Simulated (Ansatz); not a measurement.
**AlInSb2: a tetragonal deformation path**

The task here is to estimate one member of a computed series from the others.

Program: Ansatz 0.2.0. Level of theory: DFT PBEsol, scalar-relativistic, plane waves, PAW. These are calculated values, not measurements.

### The structure to begin with

It takes space group P-4m2 (No. 115, tetragonal). The conventional cell has a = 4.506 Å, b = 4.506 Å, c = 6.349 Å, α = 90.00°, β = 90.00°, γ = 90.00°. Al (site symmetry -4m2) is surrounded by 4 Sb at 2.70 Å. In (site symmetry -4m2) is surrounded by 4 Sb at 2.82 Å. Sb (site symmetry 2mm) is surrounded by 2 Al at 2.70 Å and 2 In at 2.82 Å.

As a file:

```
CELL_PARAMETERS angstrom
4.50617 0.00000 0.00000
0.00000 4.50617 0.00000
0.00000 0.00000 6.34882
ATOMIC_POSITIONS crystal
Al 0.00000 0.00000 0.00000
In 0.50000 0.50000 0.50000
Sb 0.00000 0.50000 0.23337
Sb 0.50000 0.00000 0.76663
```

It goes back to an entry of the Materials Project, which need not be the stable form.

No relaxation comes first: the listed cell is the starting point.

### The reference cell

The reference gives a free energy of -18866.4860 eV, pressure -0.73 GPa, largest force 0.012 eV/Å and gap on the mesh 0.39 eV. It was computed beforehand with the settings of the runs below.

Set-up of the first run:

At fixed volume and fractional coordinates, lengths along (0.000, 0.000, 1.000) are scaled against those across it; ρ is that ratio over its starting value.

Input file input.yaml:

```yaml
crystal:
  lattice:
    - [4.7570111222, 0.0, 0.0]
    - [0.0, 4.7570111222, 0.0]
    - [0.0, 0.0, 5.6969075175]
  atoms:
    - { symbol: Al, position: [0.0, 0.0, 0.0] }
    - { symbol: In, position: [0.5, 0.5, 0.5] }
    - { symbol: Sb, position: [0.0, 0.5, 0.23336537] }
    - { symbol: Sb, position: [0.5, 0.0, 0.76663463] }
basis:
  ecutwfc: 420
kpoints:
  mp_grid: { grid: [8, 8, 6] }
hamiltonian:
  xc: pbesol
scf:
  occupations: { method: gaussian, width: 0.03 }
output:
  forces: true
  stress: true
  eigenvalues: true
  write_density: true
  write_potential: true
  elf: true
  volumetric_format: npy
```

Launch:

```sh
$ ansatz run input.yaml --threads 1 --pin off --max-ram 2560MiB --backend cpu --events-out ev --progress --plain --runs-dir out
```

Among the steps run: ρ = 0.850; At ρ = 1.200; Point ρ = 0.920; At ρ = 1.100; Point ρ = 0.960; ρ = 1.050; At ρ = 0.800; ρ = 1.300.

One of the session's tables, all rows but one given; the rest of the session is left out.

```
    ρ  ΔE (meV/atom)  pressure (GPa)  gap on the mesh (eV)
0.800           84.5            -1.6                  0.00
0.850           49.4            -1.2                  0.15
0.920           15.1            -0.9                  0.36
0.960              ?               ?                     ?
1.000            0.0            -0.7                  0.39
1.050            4.8            -0.7                  0.29
1.100           21.0            -0.8                  0.15
1.200           86.5            -1.0                  0.00
1.300          186.4            -1.1                  0.00
```

**Question.** Estimate the row for ρ = 0.960.

Worked estimate for «ΔE (meV/atom)». A straight line through the neighbours (0.920, 15.1) and (1.000, 0.0) gives 15.1 + (0.0 − 15.1) × (0.960 − 0.920) / (1.000 − 0.920) = 7.6; a parabola fitted to 4 rows on both sides gives 4.2.

The run gave: ΔE (meV/atom): 4.2; pressure (GPa): -0.8; gap on the mesh (eV): 0.44. In «ΔE (meV/atom)» the line misses by +3.4 and the parabola by 0.0.

Where the gap reads zero, the mesh chosen for the insulator is on the coarse side.
